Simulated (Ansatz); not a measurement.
Born–Oppenheimer molecular dynamics of a periodic cell of 15 atoms, Na$_{7}$Cl$_{8}$ (host NaCl, host structure Fm-3m, one Na atom removed). It goes on from the last frame of an earlier run, with new velocities.

Method: DFT PBE, scalar-relativistic, plane waves, PAW (Ansatz 0.2.0). Settings: accuracy low, cutoff 420 eV, k mesh 2x2x2, fermi-dirac smearing 0.05 eV, no spin polarisation.

```
ensemble                      : NVE (velocity Verlet)
time step                     : 3 fs
steps asked                   : 400
starting velocities drawn for : 1170 K
seed                          : 566773
```

Frames 60 fs apart, positions in Å.

Velocities at 120 fs (Å/ps):

```
Na -2.43 -2.10 -5.98
Cl 0.08 1.53 -0.48
Cl 3.02 6.27 -0.93
Na 2.03 3.31 10.08
Cl 6.66 -0.39 -0.71
Na 9.20 -3.00 -8.01
Cl 2.73 -6.98 -0.32
Na -2.86 4.58 -4.03
Cl -8.94 -1.54 -0.55
Na 2.45 -3.14 14.03
Cl -3.63 -1.34 4.03
Na -8.20 9.03 -4.77
Cl -4.63 2.77 -0.75
Na -1.43 -7.10 -7.22
Cl 5.51 -1.35 3.53
```

```xyz
15
Lattice="0.0000 5.9031 5.9031 5.9031 0.0000 5.9031 5.9031 5.9031 0.0000" Properties=species:S:1:pos:R:3 time_fs=120 energy_less_start_eV=0.473 T=909
Na 0.532 0.581 0.375
Cl 3.306 2.829 2.507
Cl 5.443 6.330 3.235
Na 2.489 0.461 3.148
Cl 6.008 3.413 6.322
Na 5.704 3.050 2.666
Cl 9.674 5.494 5.333
Na -0.988 3.737 3.061
Cl 2.572 5.124 6.129
Na 2.671 5.352 3.199
Cl 6.677 7.973 5.970
Na 3.431 2.298 5.545
Cl 5.963 6.116 8.761
Na 5.567 5.824 5.581
Cl 8.397 9.528 8.992
15
Lattice="0.0000 5.9031 5.9031 5.9031 0.0000 5.9031 5.9031 5.9031 0.0000" Properties=species:S:1:pos:R:3 time_fs=180 energy_less_start_eV=1.073 T=578
Na 0.015 0.719 0.052
Cl 3.218 2.983 2.728
Cl 5.566 6.657 2.825
Na 2.443 0.417 3.478
Cl 6.193 3.107 6.237
Na 6.272 2.988 2.316
Cl 9.910 5.248 5.496
Na -0.631 3.698 2.836
Cl 2.373 5.087 6.038
Na 2.775 5.371 3.641
Cl 6.566 7.892 6.041
Na 3.074 2.879 5.428
Cl 5.843 6.324 8.812
Na 5.372 5.485 5.618
Cl 8.425 9.345 9.206
15
Lattice="0.0000 5.9031 5.9031 5.9031 0.0000 5.9031 5.9031 5.9031 0.0000" Properties=species:S:1:pos:R:3 time_fs=240 energy_less_start_eV=-0.210 T=1287
Na 0.188 0.589 -0.200
Cl 3.219 3.128 3.194
Cl 5.507 6.546 2.617
Na 2.305 0.152 3.332
Cl 5.947 3.316 6.008
Na 5.826 3.244 2.368
Cl 9.666 4.939 5.737
Na -0.139 3.244 2.907
Cl 2.497 5.585 6.213
Na 2.733 6.075 2.902
Cl 6.652 7.562 5.474
Na 3.139 2.767 5.712
Cl 5.932 6.262 8.962
Na 5.119 5.639 5.958
Cl 8.773 9.207 9.432
15
Lattice="0.0000 5.9031 5.9031 5.9031 0.0000 5.9031 5.9031 5.9031 0.0000" Properties=species:S:1:pos:R:3 time_fs=300 energy_less_start_eV=0.642 T=815
Na 0.313 0.554 -0.361
Cl 3.036 3.301 3.405
Cl 5.276 5.912 2.343
Na 2.356 0.062 3.128
Cl 5.582 3.424 5.806
Na 5.264 3.344 2.397
Cl 9.332 4.688 6.082
Na 0.410 3.060 3.139
Cl 2.605 5.922 6.498
Na 2.694 6.563 2.227
Cl 6.946 7.554 5.133
Na 3.244 2.927 6.266
Cl 6.084 6.071 8.830
Na 5.180 6.141 6.454
Cl 9.144 9.063 9.363
15
Lattice="0.0000 5.9031 5.9031 5.9031 0.0000 5.9031 5.9031 5.9031 0.0000" Properties=species:S:1:pos:R:3 time_fs=360 energy_less_start_eV=0.282 T=1014
Na 0.065 0.837 -0.316
Cl 2.776 3.494 3.509
Cl 5.336 5.713 2.005
Na 2.469 -0.097 3.537
Cl 5.675 3.296 5.729
Na 5.070 3.058 2.532
Cl 9.246 4.515 6.274
Na 0.201 3.208 2.801
Cl 2.617 6.085 6.704
Na 2.690 6.454 2.038
Cl 7.290 7.457 5.426
Na 2.878 3.744 6.420
Cl 6.151 6.037 8.898
Na 5.322 6.142 6.305
Cl 9.408 8.888 8.873
15
Lattice="0.0000 5.9031 5.9031 5.9031 0.0000 5.9031 5.9031 5.9031 0.0000" Properties=species:S:1:pos:R:3 time_fs=420 energy_less_start_eV=0.530 T=878
Na 0.210 0.773 -0.268
Cl 2.631 3.820 3.555
Cl 5.667 5.685 2.051
Na 2.651 -0.506 4.096
Cl 5.797 3.482 5.630
Na 5.005 2.635 2.793
Cl 9.287 4.192 6.093
Na 0.067 3.406 2.300
Cl 2.783 6.798 6.928
Na 2.752 6.162 2.171
Cl 7.543 7.336 5.923
Na 2.565 3.834 6.024
Cl 5.884 6.241 9.049
Na 4.977 5.712 5.834
Cl 9.213 8.792 8.426
15
Lattice="0.0000 5.9031 5.9031 5.9031 0.0000 5.9031 5.9031 5.9031 0.0000" Properties=species:S:1:pos:R:3 time_fs=480 energy_less_start_eV=0.272 T=1020
Na 0.617 0.813 -0.097
Cl 2.418 4.083 3.591
Cl 5.970 5.470 2.424
Na 2.560 -0.763 3.924
Cl 5.879 3.419 5.297
Na 4.742 2.983 2.774
Cl 9.745 3.666 6.140
Na 0.374 3.554 2.187
Cl 2.941 7.361 7.070
Na 2.921 6.118 2.119
Cl 7.353 6.859 6.058
Na 2.137 3.595 6.125
Cl 5.460 6.071 9.077
Na 5.028 6.435 5.350
Cl 8.938 8.951 8.366
15
Lattice="0.0000 5.9031 5.9031 5.9031 0.0000 5.9031 5.9031 5.9031 0.0000" Properties=species:S:1:pos:R:3 time_fs=540 energy_less_start_eV=0.026 T=1156
Na 0.698 0.952 -0.312
Cl 2.341 4.336 3.986
Cl 6.111 5.651 2.548
Na 2.396 -0.779 3.895
Cl 5.825 3.329 5.274
Na 4.666 3.231 2.967
Cl 10.587 3.478 5.966
Na 0.115 3.892 1.883
Cl 2.855 7.366 7.106
Na 3.294 6.494 1.835
Cl 7.370 6.391 5.824
Na 1.617 3.084 6.283
Cl 4.953 5.817 9.439
Na 4.805 6.982 4.796
Cl 9.174 8.786 8.552
15
Lattice="0.0000 5.9031 5.9031 5.9031 0.0000 5.9031 5.9031 5.9031 0.0000" Properties=species:S:1:pos:R:3 time_fs=600 energy_less_start_eV=0.391 T=954
Na 0.852 0.595 -0.664
Cl 2.373 4.887 4.167
Cl 5.890 6.095 2.330
Na 2.271 -1.063 3.763
Cl 5.761 3.200 5.378
Na 4.308 3.142 3.130
Cl 11.187 3.590 5.723
Na -0.156 4.531 1.894
Cl 2.858 7.251 7.135
Na 3.666 5.950 1.419
Cl 7.383 6.201 6.068
Na 1.688 2.779 6.428
Cl 4.669 5.865 9.903
Na 4.456 7.167 4.447
Cl 9.423 8.552 8.592
15
Lattice="0.0000 5.9031 5.9031 5.9031 0.0000 5.9031 5.9031 5.9031 0.0000" Properties=species:S:1:pos:R:3 time_fs=660 energy_less_start_eV=0.272 T=1020
Na 0.987 0.720 -0.174
Cl 2.827 5.124 3.879
Cl 6.077 6.217 2.384
Na 1.595 -1.409 3.648
Cl 5.736 3.056 5.268
Na 3.825 2.792 3.270
Cl 11.183 3.614 5.736
Na -0.461 4.949 1.962
Cl 3.225 7.286 7.151
Na 3.814 5.294 0.782
Cl 7.102 6.060 6.368
Na 2.400 2.845 6.128
Cl 4.360 6.204 10.091
Na 4.467 6.924 4.769
Cl 9.330 8.722 8.442
15
Lattice="0.0000 5.9031 5.9031 5.9031 0.0000 5.9031 5.9031 5.9031 0.0000" Properties=species:S:1:pos:R:3 time_fs=720 energy_less_start_eV=0.836 T=708
Na 1.018 0.937 0.236
Cl 3.026 4.973 3.607
Cl 6.151 6.285 2.542
Na 1.295 -1.611 3.796
Cl 5.585 3.066 5.202
Na 3.822 2.630 3.163
Cl 11.686 3.247 5.752
Na -1.054 5.016 2.245
Cl 3.568 7.225 6.917
Na 3.606 5.172 0.805
Cl 6.947 6.139 6.327
Na 2.359 2.945 5.421
Cl 4.003 6.338 10.376
Na 4.959 6.917 4.711
Cl 9.278 9.080 8.601
15
Lattice="0.0000 5.9031 5.9031 5.9031 0.0000 5.9031 5.9031 5.9031 0.0000" Properties=species:S:1:pos:R:3 time_fs=780 energy_less_start_eV=0.580 T=850
Na 1.086 1.085 0.071
Cl 2.827 4.755 3.549
Cl 6.205 6.263 2.347
Na 1.451 -1.331 3.940
Cl 5.326 3.061 5.460
Na 4.483 2.624 2.604
Cl 11.989 3.424 5.893
Na -1.078 5.410 2.272
Cl 3.497 7.006 6.563
Na 3.413 5.259 1.261
Cl 6.843 5.944 6.361
Na 2.861 2.856 5.583
Cl 3.751 6.288 10.649
Na 4.949 7.084 4.564
Cl 9.054 8.975 8.556
```

Of the whole run (1200 fs, mean temperature of the second half 900 K): The conserved energy stayed within 0.16 meV per atom of its start (net change 0.012 meV per atom), so the integration is sound. A run of 1.2 ps of so small a system gives no equilibrium averages. Limits of this set-up: coarse k mesh, odd electron count without spin, a small cell, in which the defect meets its images, a typed lattice constant that wasn't relaxed here, low accuracy level.

Time of the run: 27 min on 2 threads of Arm Neoverse V2, on a shared host, peak memory 1 GiB.
